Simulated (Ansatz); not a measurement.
## TaO in Ansatz: the effect of target pressure

Crystal: TaO.

```
CELL_PARAMETERS angstrom
3.06611 0.00000 0.00000
-1.53306 2.65533 0.00000
0.00000 0.00000 3.85502
ATOMIC_POSITIONS crystal
Ta 0.00000 0.00000 0.50000
O 0.00000 0.00000 0.00000
```

The cell was built by a generator and needn't be a form met in nature.

Alike in all runs:

* Program: Ansatz 0.2.0
* Task: relaxation of cell and atoms
* Functional: PBE
* Potentials or basis: Ansatz PAW
* Cutoff: 420 eV (not typed: the program's choice for these potentials)
* k mesh: 10 × 10 × 7
* Occupations: fermi-dirac, width 0.05 eV
* Spin: no spin polarisation

Each run relaxes the cell or the atoms first.

| target pressure | relaxed volume (Å³/atom) |
| --- | --- |
| 0 GPa | ? |
| 2 GPa | 15.41 |
| 5 GPa | 15.02 |
| 10 GPa | 14.46 |
| 20 GPa | 13.61 |
| 30 GPa | 13.00 |

What does the run with target pressure 0 GPa give?

Relaxed volume 15.69 Å³/atom.

Worked out: In Murnaghan's law V^(-B') rises as a straight line in P. The other rows fit best with B' = 4.8, V0 = 15.73 Å³/atom and B0 = 96 GPa, which gives 15.73 Å³/atom at 0 GPa, against the run's 15.69.

Caveats: the plane-wave basis is chosen anew once the cell has moved, so the energies of steps on either side of that aren't comparable; an odd number of electrons without spin polarisation forces a metal; a magnetic or distorted state may lie lower; the volume moved by over 15 % at a fixed basis, so the end points are rough (some runs).
